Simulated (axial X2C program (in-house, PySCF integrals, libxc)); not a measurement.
**A two-component session on BiO⁺: properties at the nuclei**

Wanted for BiO⁺: properties at the nuclei, at the two-component level.

The runs use an in-house X2C program for linear molecules on PySCF integrals; two-component X2C with atomic mean-field terms, Bi dyall-cv3z, O dyall-av3z.

All values are calculated.

## 1. Set-up

File task.json:

```json
{"zs": [83, 8], "q": 1, "bas": ["dyall-cv3z", "dyall-av3z"], "r0": 1.98, "levels": ["PBE0", "HF", "r2SCAN", "TPSSh", "LDA"], "nst": 3}
```

Keys: zs atomic numbers; q charge; bas basis sets; r0 starting distance in Å; levels methods (HF also brings MP2); nst determinants followed.

On the command line:

```bash
$ python soeom.py task.json out
```

Nuclei are Gaussian, cores are contracted, and the Gaunt term is on.

## 2. Expectation values, lowest determinant

R = 1.855 Å. State: Ω = 0 (closed shell).

Output of the PBE0 run:

```text
two-component X2C + atomic mean field  PBE0
basis functions 209  fitting functions 1141  grid points 5077
iter        total energy     max residual
   1     -21617.855816976     7.31e-05
   2     -21617.855816977     1.51e-05
   3     -21617.855816977     4.22e-06
converged
one-electron -29877.18348876  Coulomb 8502.84119702  exact exchange -101.36146173  xc functional -310.47796229  nuclear repulsion 189.41976714  atomic mean-field constant -21.09386835
```

The highest occupied spinor is 75% O p, 18% Bi p, 2% Bi s.

| level | qzz Bi (a.u.) | qzz O (a.u.) |
| --- | --- | --- |
| PBE0 | -16.77 | 0.26 |
| HF | -18.13 | 0.61 |
| r2SCAN | -16.44 | 0.13 |
| TPSSh | -16.23 | 0.18 |
| LDA | -15.04 | 0.11 |

Eeff is the effective electric field on the electron dipole moment in this Ω state and Ws the scalar–pseudoscalar constant (defined with the proton number Z and per Ω); A∥ is the parallel hyperfine constant, which follows by multiplying with the nuclear g factor gI = μI/(I μN); qzz is the electric field gradient, eQq0 = 234.96 MHz × Q/barn × qzz. The operators were transformed with the bare-nucleus X2C matrices.

## 3. Expectation values, a higher determinant

R = 1.855 Å. State: Ω = 1 (excess of +ω over −ω: ω = -1/2, ω = 3/2), 2.04 eV above the lowest in the PBE0 search for states (made at or near this distance, with looser thresholds).

Output of the PBE0 run:

```text
two-component X2C + atomic mean field  PBE0
basis functions 209  fitting functions 1141  grid points 5077
iter        total energy     max residual
   1     -21617.780762051     6.03e-05
   2     -21617.780762052     8.06e-06
converged
one-electron -29878.49408676  Coulomb 8504.28218931  exact exchange -101.39384727  xc functional -310.50091613  nuclear repulsion 189.41976714  atomic mean-field constant -21.09386835
```

The highest occupied spinor is 76% Bi p, 14% O p, 5% O d.

| level | Eeff magnitude (GV/cm) | Ws magnitude Bi (kHz) | A∥/gI Bi (MHz) | qzz Bi (a.u.) | A∥/gI O (MHz) | qzz O (a.u.) |
| --- | --- | --- | --- | --- | --- | --- |
| PBE0 | 41.5 | 48.8 | -5030 | -5.35 | 228 | -0.88 |
| HF | 47.1 | 56 | -5350 | -7.09 | 296 | -0.72 |
| r2SCAN | 30.7 | 35.7 | -5300 | -4.18 | 224 | -1.05 |
| TPSSh | 37.1 | 43.4 | -4920 | -4.39 | 201 | -1.01 |
| LDA | 40.8 | 48.2 | -4810 | -4.70 | 194 | -0.96 |

## 4. Expectation values, a higher determinant

R = 1.855 Å. State: Ω = 1 (excess of +ω over −ω: 2 × ω = 1/2), 2.20 eV above the lowest in the PBE0 search for states (made at or near this distance, with looser thresholds).

Output of the PBE0 run:

```text
two-component X2C + atomic mean field  PBE0
basis functions 209  fitting functions 1141  grid points 5077
iter        total energy     max residual
   1     -21617.774928368     6.68e-05
   2     -21617.774928371     1.77e-05
   3     -21617.774928371     7.35e-06
converged
one-electron -29878.17532836  Coulomb 8503.96298647  exact exchange -101.39243294  xc functional -310.49605233  nuclear repulsion 189.41976714  atomic mean-field constant -21.09386835
```

The highest occupied spinor is 74% Bi p, 15% O p, 5% O d.

| level | Eeff magnitude (GV/cm) | Ws magnitude Bi (kHz) | A∥/gI Bi (MHz) | qzz Bi (a.u.) | A∥/gI O (MHz) | qzz O (a.u.) |
| --- | --- | --- | --- | --- | --- | --- |
| PBE0 | 59.1 | 70.2 | 5790 | -6.27 | 588 | -0.33 |
| HF | 63 | 75.6 | 5910 | -7.87 | 525 | -0.33 |
| r2SCAN | 47.6 | 56.1 | 6410 | -6.02 | 537 | -0.57 |
| TPSSh | 54.8 | 64.9 | 5830 | -5.68 | 588 | -0.43 |
| LDA | 59 | 69.9 | 5760 | -4.86 | 631 | -0.19 |

## 5. Outcome

```
                                        quantity                                            value
                              lowest determinant                             Ω = 0 (closed shell)
                             qzz Bi (a.u.), PBE0                                           -16.77
                              qzz O (a.u.), PBE0                                             0.26
                              higher determinant  Ω = 1 (excess of +ω over −ω: ω = -1/2, ω = 3/2)
Eeff magnitude (GV/cm), PBE0, higher determinant                                             41.5
 Ws magnitude Bi (kHz), PBE0, higher determinant                                             48.8
        A∥/gI Bi (MHz), PBE0, higher determinant                                            -5030
         qzz Bi (a.u.), PBE0, higher determinant                                            -5.35
                              higher determinant        Ω = 1 (excess of +ω over −ω: 2 × ω = 1/2)
Eeff magnitude (GV/cm), PBE0, higher determinant                                             59.1
 Ws magnitude Bi (kHz), PBE0, higher determinant                                             70.2
        A∥/gI Bi (MHz), PBE0, higher determinant                                             5790
         qzz Bi (a.u.), PBE0, higher determinant                                            -6.27
```

The expectation values come from single determinants, which for open shells can mix terms of unlike spin or miss the lowest Ω, so a determinant need not be a state. Eeff is the effective electric field on the electron dipole moment in this Ω state and Ws the scalar–pseudoscalar constant (defined with the proton number Z and per Ω); A∥ is the parallel hyperfine constant, which follows by multiplying with the nuclear g factor gI = μI/(I μN); qzz is the electric field gradient, eQq0 = 234.96 MHz × Q/barn × qzz. The operators were transformed with the bare-nucleus X2C matrices.
